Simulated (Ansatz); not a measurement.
# ErC: the cost of one run

Computed with Ansatz 0.2.0 (DFT PBE, scalar-relativistic, plane waves, PAW, unless a step's input says otherwise).

3 further runs of the same task are left out: 2 that didn't finish, 1 set aside as unsound or not needed. Runs told in other sessions of the task aren't counted.

### 1 The system as given

The structure is cubic, space group Pm-3m (No. 221). Conventional cell: a = 2.964 Å, b = 2.964 Å, c = 2.964 Å, α = 90.00°, β = 90.00°, γ = 90.00°. Around Er (site symmetry m-3m) lie 8 C at 2.57 Å. C (site symmetry m-3m) is surrounded by 8 Er at 2.57 Å.

Structure file:

```xyz
2
Lattice="2.9643 0.0000 0.0000 0.0000 2.9643 0.0000 0.0000 0.0000 2.9643" Properties=species:S:1:pos:R:3 pbc="T T T"
Er    0.0000    0.0000    0.0000
C     1.4822    1.4822    1.4822
```

The moments start at Er 3.00 μB.

### 2 The first run

Input file input.yaml:

```yaml
crystal:
  lattice:
    - [2.9643356751, 0.0, 0.0]
    - [0.0, 2.9643356751, 0.0]
    - [0.0, 0.0, 2.9643356751]
  atoms:
    - { symbol: Er, position: [0.0, 0.0, 0.0], spin: 3.0 }
    - { symbol: C, position: [0.5, 0.5, 0.5] }
basis:
  ecutwfc: 420
  ecutrho_ratio: 4
kpoints:
  mp_grid: { grid: [12, 12, 12] }
hamiltonian:
  xc: pbe
scf:
  occupations: { method: gaussian, width: 0.05 }
output:
  forces: true
  stress: true
  eigenvalues: true
  populations: true
magnetization:
  spin_polarized: true
```

Run with:

```sh
> ansatz run input.yaml --threads 2 --pin off --max-ram 2662MiB --backend cpu --events-out ev --progress --plain --runs-dir out
```

What time and memory should one allow on 2 threads of Arm Neoverse V2, shared host?

About 59 s, with a peak of 0.44 GiB.
